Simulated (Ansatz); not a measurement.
**TePt: properties at the relaxed cell**

An exercise on one series of results from a longer session: the logs are not shown, and one member is left open.

The COD entry's cell or inner coordinates are ideal or old and differ from later refinements, so a difference from it is no clean test against experiment.

Method: DFT PBEsol, scalar-relativistic, plane waves, PAW, in Ansatz 0.2.0.

1 further run of the same task is left out (set aside as unsound or not needed).

## The starting structure

Symmetry: R-3m, No. 166, trigonal system. Conventional cell: a = 3.964 Å, b = 3.964 Å, c = 19.833 Å, α = 90.00°, β = 90.00°, γ = 120.00°. Around Te (site symmetry 3m) lie 3 Pt at 2.60 Å. Around Pt (site symmetry 3m) lie 3 Te at 2.60 Å and 3 Pt at 2.71 Å.

Structure file:

```
Te Pt
1.0
     1.98195    1.14428    6.61091
    -1.98195    1.14428    6.61091
     0.00000   -2.28856    6.61091
Te Pt
2 2
Direct
  0.59848 0.59848 0.59848
  0.40152 0.40152 0.40152
  0.86981 0.86981 0.86981
  0.13019 0.13019 0.13019
```

This cell was relaxed beforehand with the same method: volume 22.49 Å³/atom, gap on the mesh none (metal).

Set-up of the first run:

input.yaml

```yaml
crystal:
  lattice:
    - [1.9819542269, 1.1442818064, 6.6109067877]
    - [-1.9819542269, 1.1442818064, 6.6109067877]
    - [0.0, -2.2885636129, 6.6109067877]
  atoms:
    - { symbol: Te, position: [0.5984785781, 0.5984785781, 0.5984785781] }
    - { symbol: Te, position: [0.4015214219, 0.4015214219, 0.4015214219] }
    - { symbol: Pt, position: [0.86981314, 0.86981314, 0.86981314] }
    - { symbol: Pt, position: [0.13018686, 0.13018686, 0.13018686] }
basis:
  ecutwfc: 420
kpoints:
  mp_grid: { grid: [12, 12, 12] }
  band_path:
    path:
      - [[0.0, 0.0, 0.0], [0.5, 0.5, 0.5], [0.8133599, 0.1866401, 0.5]]
      - [[0.5, -0.1866401, 0.1866401], [0.5, 0.0, 0.0], [0.0, 0.0, 0.0], [0.34332005, -0.34332005, 0.0]]
      - [[0.65667995, 0.0, 0.34332005], [0.5, 0.0, 0.5], [0.0, 0.0, 0.0]]
    npoints: 14
hamiltonian:
  xc: pbesol
scf:
  occupations: { method: gaussian, width: 0.1 }
  n_extra_bands: 10
output:
  forces: true
  stress: true
  eigenvalues: true
  populations: true
  dos: { projected: true, de: 0.02, nscf_kmesh: { grid: [18, 18, 18] } }
  bader: true
  write_density: true
  write_potential: true
  elf: true
  volumetric_format: npy
```

Launch:

```
ansatz run input.yaml --threads 1 --pin off --max-ram 2560MiB --backend cpu --events-out ev --progress --plain --runs-dir out
```

Among the steps run: Bands, states and charges; Point at V/V0 = 0.97; Volume × 1.03; The cell scaled to 0.94 of its volume; Volume × 1.06.

One table of the session follows, with a row left open; its other results are not shown here.

It belongs to the step «Fit of the equation of state». 

```
volume (Å³/atom)  energy above the lowest point (meV/atom)  pressure (GPa)
          21.140                                      20.6            5.31
          21.815                                       4.7            2.31
          22.489                                       0.0            0.01
          23.164                                         ?               ?
          23.839                                      13.2           -2.63
```

Q: Estimate the row for volume (Å³/atom) = 23.164 from the others.

Worked estimate for «energy above the lowest point (meV/atom)». A straight line through the neighbours (22.489, 0.0) and (23.839, 13.2) gives 0.0 + (13.2 − 0.0) × (23.164 − 22.489) / (23.839 − 22.489) = 6.6; a parabola fitted to 3 rows on both sides gives 2.8.

The run gave: energy above the lowest point (meV/atom): 3.8; pressure (GPa): -1.64. In «energy above the lowest point (meV/atom)» the line misses by +2.8 and the parabola by -1.0.
